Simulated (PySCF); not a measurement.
# Sn, Sn⁺: ionisation energy in cc-pVDZ-PP with ECP28

Each state of tin is computed at each level; their differences give the ionisation energy. How far do the methods differ?

Program: PySCF 2.14.0. Level of theory: unrestricted determinants in a Gaussian basis, no spin-orbit coupling in the energies. These are calculated values, not measurements, unless marked.

## Step 1: Starting point

```
Element                                   : tin (Z = 50)
Basis                                     : cc-pVDZ-PP with ECP28MDF (4s3p2d, 23 functions)
Hamiltonian                               : a scalar-relativistic core potential
State 1                                   : Sn: [Kr] 4d10 5s2 5p2, high-spin 3P determinant
State 2                                   : Sn⁺: [Kr] 4d10 5s2 5p1, 2P determinant
Methods                                   : UHF, B3LYP, MN15, MP2, CCSD(T)
Core shells frozen in the correlated runs : valence: 4s2 4p6 4d10 (for Sn)
```

Outer shells as boxes (Hund's rule):

Sn [Kr] 4d10 5s2 5p2
```
[Kr] core
4d [↑↓][↑↓][↑↓][↑↓][↑↓]
5s [↑↓]
5p [↑ ][↑ ][  ]
```

Sn+ [Kr] 4d10 5s2 5p1
```
[Kr] core
4d [↑↓][↑↓][↑↓][↑↓][↑↓]
5s [↑↓]
5p [↑ ][  ][  ]
```

One driver process ran all states and methods and kept the integrals in memory. Each run is shown as a PySCF script that sums up its settings (the driver passes frozen orbitals as a list and adds second-order terms of double hybrids); the logs are those of the runs themselves. The driver starts from symmetry-adapted Hartree-Fock orbitals, holds the occupation by maximum overlap and uses a logarithmic radial grid for functionals, so a plain start would take other cycles.

It was started by

```bash
$ OMP_NUM_THREADS=1 python atomrun2.py TASK.json OUT
```

The integrals over 23 functions and the set-up took 0.07 s of CPU time.

## Step 2: Sn

UHF:

input.py

```python
from pyscf import gto, scf, dft, mp, cc
import basis_set_exchange as bse
txt = bse.get_basis("cc-pVDZ-PP", elements=["Sn"], fmt="nwchem", header=False)
cut = txt.index("\nECP")
mol = gto.M(atom="Sn 0 0 0", charge=0, spin=2, symmetry="D2h",
            basis=gto.basis.parse(txt[:cut]),
            ecp={"Sn": gto.basis.parse_ecp(txt[cut:])})
mf = scf.UHF(mol)
mf.irrep_nelec = {'Ag': (4, 4), 'B1g': (1, 1), 'B2g': (1, 1), 'B3g': (1, 1), 'B1u': (2, 1), 'B2u': (2, 1), 'B3u': (1, 1)}
mf.kernel()
```

What it wrote:

```text
damping factor = 0
level_shift factor = 0
DIIS = <class 'pyscf.scf.diis.CDIIS'>
diis_start_cycle = 1
diis_space = 10
diis_damp = 0
SCF conv_tol = 1e-09
SCF conv_tol_grad = None
number electrons alpha = 12  beta = 10
cycle= 1 E= -213.334451198693  delta_E= -0.00236  |g|= 0.0149  |ddm|= 0.0709
cycle= 2 E= -213.334758287839  delta_E= -0.000307  |g|= 0.00546  |ddm|= 0.0269
cycle= 3 E= -213.334806580526  delta_E= -4.83e-05  |g|= 0.000271  |ddm|= 0.0176
cycle= 4 E= -213.334806721823  delta_E= -1.41e-07  |g|= 5.8e-05  |ddm|= 0.00275
cycle= 5 E= -213.334806728512  delta_E= -6.69e-09  |g|= 1.76e-05  |ddm|= 0.000559
cycle= 6 E= -213.334806729137  delta_E= -6.26e-10  |g|= 1.25e-06  |ddm|= 0.000208
converged SCF energy = -213.334806729137  <S^2> = 2.0101977  2S+1 = 3.0067908
```

Time after the integrals: 0.07 s (1 thread of Neoverse-V1, shared host).

The occupied shells:

```csv
shell,electrons,mean orbital energy (eV),spread (eV),rms radius (bohr)
4s α,1,-159.43,0,0.879
4s β,1,-159.25,0,0.879
4p α,3,-110.06,0.124,0.953
4p β,3,-109.88,0.433,0.953
4d α,5,-35.610,0.321,1.18
4d β,5,-35.425,0.512,1.18
5s α,1,-15.584,0,2.65
5s β,1,-12.002,0,2.65
5p α,2,-7.229,0,3.43
```

⟨S²⟩ = 2.010, ⟨L²⟩ = 2.03.

Energies and moments cover only the electrons outside the core potential.

B3LYP:

Changes to input.py:

```diff
@@ -7,3 +7,3 @@
             ecp={"Sn": gto.basis.parse_ecp(txt[cut:])})
-mf = scf.UHF(mol)
+mf = dft.UKS(mol, xc="B3LYP")
 mf.irrep_nelec = {'Ag': (4, 4), 'B1g': (1, 1), 'B2g': (1, 1), 'B3g': (1, 1), 'B1u': (2, 1), 'B2u': (2, 1), 'B3u': (1, 1)}
```

What it wrote:

```text
damping factor = 0
level_shift factor = 0
DIIS = <class 'pyscf.scf.diis.CDIIS'>
diis_start_cycle = 1
diis_space = 10
diis_damp = 0
SCF conv_tol = 1e-09
SCF conv_tol_grad = None
number electrons alpha = 12  beta = 10
XC functionals = B3LYP
    P. J. Stephens, F. J. Devlin, C. F. Chabalowski, and M. J. Frisch.,  J. Phys. Chem. 98, 11623 (1994)
cycle= 1 E= -214.320850546032  delta_E= -0.00612  |g|= 0.0102  |ddm|= 0.393
cycle= 2 E= -214.320893514154  delta_E= -4.3e-05  |g|= 0.00249  |ddm|= 0.0295
cycle= 3 E= -214.320896144303  delta_E= -2.63e-06  |g|= 0.000665  |ddm|= 0.00823
cycle= 4 E= -214.320896405785  delta_E= -2.61e-07  |g|= 6.54e-05  |ddm|= 0.00279
cycle= 5 E= -214.320896409067  delta_E= -3.28e-09  |g|= 1.34e-06  |ddm|= 0.000303
cycle= 6 E= -214.320896409069  delta_E= -2.61e-12  |g|= 7.66e-08  |ddm|= 1.19e-05
converged SCF energy = -214.320896409069  <S^2> = 2.0018833  2S+1 = 3.0012553
```

It took 0.23 s on 1 thread of Neoverse-V1, shared host, the integrals not counted.

MN15:

Changes to input.py:

```diff
@@ -7,3 +7,3 @@
             ecp={"Sn": gto.basis.parse_ecp(txt[cut:])})
-mf = dft.UKS(mol, xc="B3LYP")
+mf = dft.UKS(mol, xc="MN15")
 mf.irrep_nelec = {'Ag': (4, 4), 'B1g': (1, 1), 'B2g': (1, 1), 'B3g': (1, 1), 'B1u': (2, 1), 'B2u': (2, 1), 'B3u': (1, 1)}
```

What it wrote:

```text
damping factor = 0
level_shift factor = 0
DIIS = <class 'pyscf.scf.diis.CDIIS'>
diis_start_cycle = 1
diis_space = 10
diis_damp = 0
SCF conv_tol = 1e-09
SCF conv_tol_grad = None
number electrons alpha = 12  beta = 10
XC functionals = MN15
    H. S. Yu, X. He, S. L. Li, and D. G. Truhlar.,  Chem. Sci. 7, 5032-5051 (2016)
    H. S. Yu, X. He, S. L. Li, and D. G. Truhlar.,  Chem. Sci. 7, 5032-5051 (2016)
cycle= 1 E= -213.782717884558  delta_E= -0.0135  |g|= 0.0466  |ddm|= 0.392
cycle= 2 E= -213.783409076726  delta_E= -0.000691  |g|= 0.0219  |ddm|= 0.173
cycle= 3 E= -213.783629714272  delta_E= -0.000221  |g|= 0.000658  |ddm|= 0.0628
cycle= 4 E= -213.783630108615  delta_E= -3.94e-07  |g|= 6.31e-05  |ddm|= 0.00244
cycle= 5 E= -213.783630112486  delta_E= -3.87e-09  |g|= 1.51e-06  |ddm|= 0.000253
cycle= 6 E= -213.783630112489  delta_E= -3.38e-12  |g|= 1.61e-07  |ddm|= 9.96e-06
converged SCF energy = -213.783630112489  <S^2> = 2.0023637  2S+1 = 3.0015754
```

It took 0.37 s on 1 thread of Neoverse-V1, shared host, the integrals not counted.

MP2 (valence):

Changes to input.py:

```diff
@@ -7,4 +7,5 @@
             ecp={"Sn": gto.basis.parse_ecp(txt[cut:])})
-mf = dft.UKS(mol, xc="MN15")
+mf = scf.UHF(mol)
 mf.irrep_nelec = {'Ag': (4, 4), 'B1g': (1, 1), 'B2g': (1, 1), 'B3g': (1, 1), 'B1u': (2, 1), 'B2u': (2, 1), 'B3u': (1, 1)}
 mf.kernel()
+mp.UMP2(mf, frozen=9).kernel()
```

No log was kept for this step.

It took 0.01 s on 1 thread of Neoverse-V1, shared host, the integrals not counted.

With 4 electrons correlated, the MP2 correlation energy is -0.03438 hartree (-0.00595 same spin, -0.02843 opposite spin); the SCS form gives -0.03610. Largest pairs of shells: 5s-5p -0.0201, 5s-5s -0.0110, 5p-5p -0.0033.

CCSD(T) (valence):

Changes to input.py:

```diff
@@ -10,2 +10,3 @@
 mf.kernel()
-mp.UMP2(mf, frozen=9).kernel()
+mycc = cc.CCSD(mf, frozen=9).run()
+mycc.ccsd_t()
```

What it wrote:

```text
CC2 = 0
CCSD nocc = (np.int64(3), np.int64(1)), nmo = (14, 14)
frozen orbitals [[0, 1, 2, 3, 4, 5, 6, 7, 8], [0, 1, 2, 3, 4, 5, 6, 7, 8]]
max_cycle = 100
direct = 0
conv_tol = 1e-08
conv_tol_normt = 1e-06
diis_space = 8
diis_start_cycle = 0
Init t2, MP2 energy = -0.03438040762232
Init E_corr(UCCSD) = -0.0343804076237629
cycle = 1  E_corr(UCCSD) = -0.0440581336724784  dE = -0.00967772605  norm(t1,t2) = 0.0499013
cycle = 2  E_corr(UCCSD) = -0.046887847595848  dE = -0.00282971392  norm(t1,t2) = 0.0184462
cycle = 3  E_corr(UCCSD) = -0.0484539435549304  dE = -0.00156609596  norm(t1,t2) = 0.00807961
cycle = 4  E_corr(UCCSD) = -0.0484423866533145  dE = 1.15569016e-05  norm(t1,t2) = 0.0014341
cycle = 5  E_corr(UCCSD) = -0.0484544036789872  dE = -1.20170257e-05  norm(t1,t2) = 0.00020956
cycle = 6  E_corr(UCCSD) = -0.0484505910718105  dE = 3.81260718e-06  norm(t1,t2) = 2.69918e-05
cycle = 7  E_corr(UCCSD) = -0.048452015319166  dE = -1.42424736e-06  norm(t1,t2) = 5.50341e-06
cycle = 8  E_corr(UCCSD) = -0.048451652003313  dE = 3.63315853e-07  norm(t1,t2) = 1.43535e-06
cycle = 9  E_corr(UCCSD) = -0.048451700826677  dE = -4.8823364e-08  norm(t1,t2) = 2.00317e-07
cycle = 10  E_corr(UCCSD) = -0.0484516916186016  dE = 9.20807541e-09  norm(t1,t2) = 4.72499e-08
UCCSD converged
E(UCCSD) = -213.3832584207559  E_corr = -0.04845169161860163
UCCSD(T) correction = -0.000581033155273612
```

Time after the integrals: 0.09 s (1 thread of Neoverse-V1, shared host).

CCSD correlation -0.04845 hartree, triples -0.00058; total -213.383839. T1 = 0.008, largest double amplitude 0.095.

Radial density 4πr²ρ of Sn at UHF, the electrons outside the core potential:

```csv
r (bohr),density,spin density
0.00821,2.25e-05,0.000
0.0138,6.01e-05,0.000
0.0232,0.000146,0.000
0.0391,0.000289,0.000
0.0657,0.000588,0.000
0.111,0.00397,0.000
0.186,0.0525,0.000
0.313,0.935,0.004
0.526,11.4,0.058
0.885,22.0,0.012
1.49,6.44,0.181
2.50,1.93,0.764
4.21,0.485,0.349
7.08,0.0209,0.019
```

## Step 3: Sn⁺, method by method

UHF:

input.py

```python
from pyscf import gto, scf, dft, mp, cc
import basis_set_exchange as bse
txt = bse.get_basis("cc-pVDZ-PP", elements=["Sn"], fmt="nwchem", header=False)
cut = txt.index("\nECP")
mol = gto.M(atom="Sn 0 0 0", charge=1, spin=1, symmetry="D2h",
            basis=gto.basis.parse(txt[:cut]),
            ecp={"Sn": gto.basis.parse_ecp(txt[cut:])})
mf = scf.UHF(mol)
mf.irrep_nelec = {'Ag': (4, 4), 'B1g': (1, 1), 'B2g': (1, 1), 'B3g': (1, 1), 'B1u': (1, 1), 'B2u': (2, 1), 'B3u': (1, 1)}
mf.kernel()
```

What it wrote:

```text
damping factor = 0
level_shift factor = 0
DIIS = <class 'pyscf.scf.diis.CDIIS'>
diis_start_cycle = 1
diis_space = 10
diis_damp = 0
SCF conv_tol = 1e-09
SCF conv_tol_grad = None
number electrons alpha = 11  beta = 10
cycle= 1 E= -213.082381850547  delta_E= -0.00261  |g|= 0.0158  |ddm|= 0.0804
cycle= 2 E= -213.082718842366  delta_E= -0.000337  |g|= 0.00575  |ddm|= 0.0323
cycle= 3 E= -213.082771574711  delta_E= -5.27e-05  |g|= 0.000283  |ddm|= 0.0235
cycle= 4 E= -213.082771742507  delta_E= -1.68e-07  |g|= 4.72e-05  |ddm|= 0.00461
cycle= 5 E= -213.082771746908  delta_E= -4.4e-09  |g|= 8.9e-06  |ddm|= 0.000692
cycle= 6 E= -213.082771747024  delta_E= -1.16e-10  |g|= 1.25e-06  |ddm|= 9.29e-05
converged SCF energy = -213.082771747024  <S^2> = 0.75950742  2S+1 = 2.0094849
```

Time after the integrals: 0.06 s (1 thread of Neoverse-V1, shared host).

Orbital energies by shell (radii are means over both spins):

```csv
shell,electrons,mean orbital energy (eV),spread (eV),rms radius (bohr)
4s α,1,-167.51,0,0.879
4s β,1,-167.39,0,0.879
4p α,3,-118.13,0.137,0.953
4p β,3,-118.00,0.521,0.953
4d α,5,-43.679,0.365,1.17
4d β,5,-43.555,0.597,1.17
5s α,1,-21.915,0,2.54
5s β,1,-19.920,0,2.54
5p α,1,-13.992,0,3.18
```

⟨S²⟩ = 0.760, ⟨L²⟩ = 2.03.

Energies and moments cover only the electrons outside the core potential.

B3LYP:

Changes to input.py:

```diff
@@ -7,3 +7,3 @@
             ecp={"Sn": gto.basis.parse_ecp(txt[cut:])})
-mf = scf.UHF(mol)
+mf = dft.UKS(mol, xc="B3LYP")
 mf.irrep_nelec = {'Ag': (4, 4), 'B1g': (1, 1), 'B2g': (1, 1), 'B3g': (1, 1), 'B1u': (1, 1), 'B2u': (2, 1), 'B3u': (1, 1)}
```

What it wrote:

```text
damping factor = 0
level_shift factor = 0
DIIS = <class 'pyscf.scf.diis.CDIIS'>
diis_start_cycle = 1
diis_space = 10
diis_damp = 0
SCF conv_tol = 1e-09
SCF conv_tol_grad = None
number electrons alpha = 11  beta = 10
XC functionals = B3LYP
    P. J. Stephens, F. J. Devlin, C. F. Chabalowski, and M. J. Frisch.,  J. Phys. Chem. 98, 11623 (1994)
cycle= 1 E= -214.054046569542  delta_E= -0.00554  |g|= 0.0123  |ddm|= 0.388
cycle= 2 E= -214.054098575275  delta_E= -5.2e-05  |g|= 0.0045  |ddm|= 0.0423
cycle= 3 E= -214.054107814728  delta_E= -9.24e-06  |g|= 0.000416  |ddm|= 0.0136
cycle= 4 E= -214.05410791729  delta_E= -1.03e-07  |g|= 2.36e-05  |ddm|= 0.00156
cycle= 5 E= -214.054107917743  delta_E= -4.54e-10  |g|= 5.76e-07  |ddm|= 7.44e-05
converged SCF energy = -214.054107917743  <S^2> = 0.75173397  2S+1 = 2.0017332
```

It took 0.2 s on 1 thread of Neoverse-V1, shared host, the integrals not counted.

MN15:

Changes to input.py:

```diff
@@ -7,3 +7,3 @@
             ecp={"Sn": gto.basis.parse_ecp(txt[cut:])})
-mf = dft.UKS(mol, xc="B3LYP")
+mf = dft.UKS(mol, xc="MN15")
 mf.irrep_nelec = {'Ag': (4, 4), 'B1g': (1, 1), 'B2g': (1, 1), 'B3g': (1, 1), 'B1u': (1, 1), 'B2u': (2, 1), 'B3u': (1, 1)}
```

What it wrote:

```text
damping factor = 0
level_shift factor = 0
DIIS = <class 'pyscf.scf.diis.CDIIS'>
diis_start_cycle = 1
diis_space = 10
diis_damp = 0
SCF conv_tol = 1e-09
SCF conv_tol_grad = None
number electrons alpha = 11  beta = 10
XC functionals = MN15
    H. S. Yu, X. He, S. L. Li, and D. G. Truhlar.,  Chem. Sci. 7, 5032-5051 (2016)
    H. S. Yu, X. He, S. L. Li, and D. G. Truhlar.,  Chem. Sci. 7, 5032-5051 (2016)
cycle= 1 E= -213.513883657128  delta_E= -0.0125  |g|= 0.0479  |ddm|= 0.353
cycle= 2 E= -213.514753475658  delta_E= -0.00087  |g|= 0.0198  |ddm|= 0.197
cycle= 3 E= -213.514912061981  delta_E= -0.000159  |g|= 0.00067  |ddm|= 0.0426
cycle= 4 E= -213.51491273673  delta_E= -6.75e-07  |g|= 4.79e-05  |ddm|= 0.00482
cycle= 5 E= -213.514912740239  delta_E= -3.51e-09  |g|= 5.35e-06  |ddm|= 0.000461
cycle= 6 E= -213.514912740273  delta_E= -3.35e-11  |g|= 5.14e-07  |ddm|= 4.73e-05
converged SCF energy = -213.514912740273  <S^2> = 0.75196178  2S+1 = 2.0019608
```

Time after the integrals: 0.36 s (1 thread of Neoverse-V1, shared host).

MP2 (valence):

Changes to input.py:

```diff
@@ -7,4 +7,5 @@
             ecp={"Sn": gto.basis.parse_ecp(txt[cut:])})
-mf = dft.UKS(mol, xc="MN15")
+mf = scf.UHF(mol)
 mf.irrep_nelec = {'Ag': (4, 4), 'B1g': (1, 1), 'B2g': (1, 1), 'B3g': (1, 1), 'B1u': (1, 1), 'B2u': (2, 1), 'B3u': (1, 1)}
 mf.kernel()
+mp.UMP2(mf, frozen=9).kernel()
```

No log was kept for this step.

It took 0.01 s on 1 thread of Neoverse-V1, shared host, the integrals not counted.

With 3 electrons correlated, the MP2 correlation energy is -0.02656 hartree (-0.00186 same spin, -0.02470 opposite spin); the SCS form gives -0.03026. Largest pairs of shells: 5s-5s -0.0158, 5s-5p -0.0108, 5p-5p 0.0000.

CCSD(T) (valence):

Changes to input.py:

```diff
@@ -10,2 +10,3 @@
 mf.kernel()
-mp.UMP2(mf, frozen=9).kernel()
+mycc = cc.CCSD(mf, frozen=9).run()
+mycc.ccsd_t()
```

What it wrote:

```text
CC2 = 0
CCSD nocc = (np.int64(2), np.int64(1)), nmo = (14, 14)
frozen orbitals [[0, 1, 2, 3, 4, 5, 6, 7, 8], [0, 1, 2, 3, 4, 5, 6, 7, 8]]
max_cycle = 100
direct = 0
conv_tol = 1e-08
conv_tol_normt = 1e-06
diis_space = 8
diis_start_cycle = 0
Init t2, MP2 energy = -0.0265550549388241
Init E_corr(UCCSD) = -0.0265550549403979
cycle = 1  E_corr(UCCSD) = -0.0350627471825388  dE = -0.00850769224  norm(t1,t2) = 0.0501038
cycle = 2  E_corr(UCCSD) = -0.0379455596612257  dE = -0.00288281248  norm(t1,t2) = 0.0199363
cycle = 3  E_corr(UCCSD) = -0.0397646686839778  dE = -0.00181910902  norm(t1,t2) = 0.00861797
cycle = 4  E_corr(UCCSD) = -0.0397496914615943  dE = 1.49772224e-05  norm(t1,t2) = 0.00101619
cycle = 5  E_corr(UCCSD) = -0.0397609497976925  dE = -1.12583361e-05  norm(t1,t2) = 0.000106219
cycle = 6  E_corr(UCCSD) = -0.0397576921534973  dE = 3.2576442e-06  norm(t1,t2) = 1.65404e-05
cycle = 7  E_corr(UCCSD) = -0.0397592126016898  dE = -1.52044819e-06  norm(t1,t2) = 5.12382e-06
cycle = 8  E_corr(UCCSD) = -0.0397587385869108  dE = 4.74014779e-07  norm(t1,t2) = 1.84525e-06
cycle = 9  E_corr(UCCSD) = -0.039758783803648  dE = -4.52167371e-08  norm(t1,t2) = 2.16921e-07
cycle = 10  E_corr(UCCSD) = -0.0397587843983114  dE = -5.94663416e-10  norm(t1,t2) = 1.71745e-08
UCCSD converged
E(UCCSD) = -213.1225305314227  E_corr = -0.03975878439831137
UCCSD(T) correction = -0.000356258239214807
```

Time after the integrals: 0.08 s (1 thread of Neoverse-V1, shared host).

CCSD correlation -0.03976 hartree, triples -0.00036; total -213.122887. T1 = 0.009, largest double amplitude 0.097.

Radial density 4πr²ρ of Sn⁺ at UHF, the electrons outside the core potential:

```csv
r (bohr),density,spin density
0.00821,2.29e-05,0.000
0.0138,6.11e-05,0.000
0.0232,0.000148,0.000
0.0391,0.000293,0.000
0.0657,0.000593,0.000
0.111,0.00398,0.000
0.186,0.0526,0.000
0.313,0.936,0.003
0.526,11.4,0.041
0.885,22.0,0.011
1.49,6.43,0.122
2.50,1.61,0.436
4.21,0.244,0.136
7.08,0.00698,0.006
```

Spin density of Sn⁺ at UHF in the xz plane next to the nucleus (x to the right, z up), 5.4 Å wide.

Ten even steps from ' ' (-0.02 e/Å³) to '@' (0.02 e/Å³):
```
========================================
========================================
============----------------============
==========--------------------==========
========----------::::----------========
======------::::::::::::::::------======
====------::::::::::::::::::::------====
====------::::::--====--::::::------====
====------::::--        --::::------====
====----::::::==  @@@@  ==::::::----====
====----::::::==  @@@@  ==::::::----====
====------::::--        --::::------====
====------::::::--====--::::::------====
====------::::::::::::::::::::------====
======------::::::::::::::::------======
========----------::::----------========
==========--------------------==========
============----------------============
========================================
========================================
```

## Step 4: How the shells move

Highest occupied Hartree-Fock shell of each state: Sn 5p α at -7.229 eV; Sn⁺ 5p α at -13.992 eV.

## Step 5: The energy differences

Ionisation energy: Sn [Kr] 4d10 5s2 5p2 (3P) → Sn⁺ [Kr] 4d10 5s2 5p1 (2P).

```csv
method,value (eV),error (eV),"CPU time, both states (s)"
UHF,6.858,-0.531,0.13
B3LYP,7.260,-0.130,0.43
MN15,7.312,-0.077,0.73
MP2 (valence),7.071,-0.318,0.13
SCS-MP2 (valence),7.017,-0.372,0.13
CCSD (valence),7.095,-0.295,
CCSD(T) (valence),7.101,-0.288,0.3
```

Reference: 7.389 eV (measured; NIST levels, between the centres of gravity of the two terms). Errors of the correlated levels include the incompleteness of this basis.

Times are CPU seconds on a shared host without the integrals; correlated rows include their Hartree-Fock run, whose time holds the symmetry-adapted start and any spin-orbit constants, while functionals begin from orbitals already made.

## Step 6: Outcome

| quantity | value |
| --- | --- |
| ionisation energy, Sn | UHF 6.858, CCSD(T) (valence) 7.101 eV; reference 7.389 |

Accuracy against cost (mean over 1 difference):

```csv
method,mean absolute miss against the measured value (with the measured fine structure taken into account where it is known) (eV),"CPU time, both states (s)"
UHF,0.531,0.13
B3LYP,0.130,0.43
MN15,0.077,0.73
MP2 (valence),0.318,0.13
SCS-MP2 (valence),0.372,0.13
CCSD (valence),0.295,
CCSD(T) (valence),0.288,0.3
```

In words: Against experiment MN15 comes closest (off by 0.08 eV) and UHF is farthest (0.53 eV). Hartree-Fock falls short because the species with more electrons holds more correlation energy, which it lacks. The basis is finite, and no extrapolation was made. The dearest level timed, MN15, costs 5.6 times the cheapest, UHF, and differs from the measured value (with the measured fine structure taken into account where it is known) by 0.08 against 0.53 eV.
